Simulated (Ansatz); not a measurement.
# Cl3HOZr: the cost of one run

Program: Ansatz 0.2.0. Level of theory: RKS PBE0/def2-SVP. These are calculated values, not measurements.

**1. Starting point**

Bond lengths: Zr1–Cl2 2.520 Å, Zr1–Cl3 2.520 Å, Zr1–Cl4 2.518 Å, Zr1–O5 2.069 Å, O5–H6 1.010 Å. Angles: Cl2–Zr1–Cl3 109.5°, Cl2–Zr1–Cl4 109.5°, Cl2–Zr1–O5 109.5°, Cl3–Zr1–Cl4 109.5°, Cl3–Zr1–O5 109.5°, Cl4–Zr1–O5 109.5°, Zr1–O5–H6 109.5°.

As a file:

```xyz
6

Zr    0.0000    0.0000    0.0000
Cl    0.0000    0.0000    2.5200
Cl    2.3764    0.0000   -0.8392
Cl   -1.1869    2.0563   -0.8392
O    -0.9750   -1.6891   -0.6893
H    -1.4296   -2.1548    0.0831
```

**2. Relaxing the start**

input.yaml

```yaml
crystal:
  periodic: [false, false, false]
  atoms:
    - { symbol: Zr, position_ang: [0.0, 0.0, 0.0] }
    - { symbol: Cl, position_ang: [0.0, 0.0, 2.52] }
    - { symbol: Cl, position_ang: [2.3764, 0.0, -0.8392] }
    - { symbol: Cl, position_ang: [-1.1869, 2.0563, -0.8392] }
    - { symbol: O, position_ang: [-0.975, -1.6891, -0.6893] }
    - { symbol: H, position_ang: [-1.4296, -2.1548, 0.0831] }
basis:
  gaussian: { orbitals: def2-SVP }
hamiltonian:
  xc: pbe0
relax:
  f_tol: 0.02
  max_steps: 40
output:
  orbitals: {}
```

The run is started by

```sh
$ ansatz run input.yaml --threads 2 --pin off --max-ram 3072MiB --backend cpu --events-out ev --progress --plain --runs-dir out
```

What time and memory should one allow on 2 threads of Arm Neoverse V2, shared host?

About 27 s, with a peak of 0.25 GiB.
